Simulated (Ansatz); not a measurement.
**C₂H₅NOSi: small, medium and large basis sets**

How large a basis does C₂H₅NOSi need? Two functionals are run in growing sets.

Computed with Ansatz 0.2.0, Gaussian basis. Level: one geometry, several basis sets.

Levels to be run: PBE0-D4/def2-SVP; ωB97M-V/def2-SVP; PBE0-D4/def2-QZVPP; ωB97M-V/def2-QZVPP; the functionals' def2-TZVPP values are taken from earlier runs.

**1. Structure used throughout**

The geometry comes from an earlier relaxation with PBE0-D4 in a triple-zeta def2 set; it is a stationary point, not always the lowest conformer.

10 atoms, charge 0, spin multiplicity 1.

Atoms are counted from 1 here; the program's logs count them from 0.

Bond lengths: C1–Si2 1.843 Å, C1–H6 1.091 Å, C1–H7 1.093 Å, C1–H8 1.093 Å, Si2–N3 1.764 Å, Si2–O5 1.726 Å, Si2–H9 1.481 Å, N3–C4 1.279 Å, C4–O5 1.373 Å, C4–H10 1.092 Å. Angles: Si2–C1–H6 110.8°, Si2–C1–H7 110.0°, Si2–C1–H8 110.5°, H6–C1–H7 108.6°, H6–C1–H8 108.9°, H7–C1–H8 107.9°, C1–Si2–N3 119.0°, C1–Si2–O5 114.3°, C1–Si2–H9 112.4°, N3–Si2–O5 79.8°, N3–Si2–H9 115.8°, O5–Si2–H9 111.4°, Si2–N3–C4 83.0° and more.

**2. PBE0-D4 in def2-SVP**

File in.yaml:

```yaml
crystal:
  periodic: [false, false, false]
  atoms:
    - {symbol: C, position_ang: [-1.537848, -0.368061, -0.080582]}
    - {symbol: Si, position_ang: [0.168528, -0.111122, 0.567310]}
    - {symbol: N, position_ang: [1.534654, -0.766860, -0.336488]}
    - {symbol: C, position_ang: [1.801436, 0.469337, -0.525598]}
    - {symbol: O, position_ang: [0.916140, 1.352969, 0.040232]}
    - {symbol: H, position_ang: [-1.569303, -0.216394, -1.160893]}
    - {symbol: H, position_ang: [-1.872607, -1.385722, 0.138374]}
    - {symbol: H, position_ang: [-2.237137, 0.324513, 0.395060]}
    - {symbol: H, position_ang: [0.241452, -0.255927, 2.039776]}
    - {symbol: H, position_ang: [2.637885, 0.906067, -1.074290]}
basis:
  gaussian: {orbitals: def2-SVP}
hamiltonian: {xc: pbe0, dispersion: d4}
output: {orbitals: {seedname: orbitals}}
```

Further steps of the session: ωB97M-V in def2-SVP; PBE0-D4 in def2-QZVPP; ωB97M-V in def2-QZVPP.

Q: Predict the results of all the runs planned. Wanted: PBE0-D4: double and triple zeta above quadruple; ωB97M-V: double and triple zeta above quadruple.

As calculated:

```
                                       quantity           value
PBE0-D4: double and triple zeta above quadruple  10.23, 0.60 eV
ωB97M-V: double and triple zeta above quadruple  10.44, 0.56 eV
```

**Reading.** For PBE0-D4 the step from double to triple zeta gains 9.63 eV and the next only 0.60 eV. These are total energies; as a rule much of such shifts cancels in differences, which this series doesn't test. The LUMO of ωB97M-V is positive and keeps falling with the basis (2.29 to 1.54 eV): an unbound level that the basis holds in place.
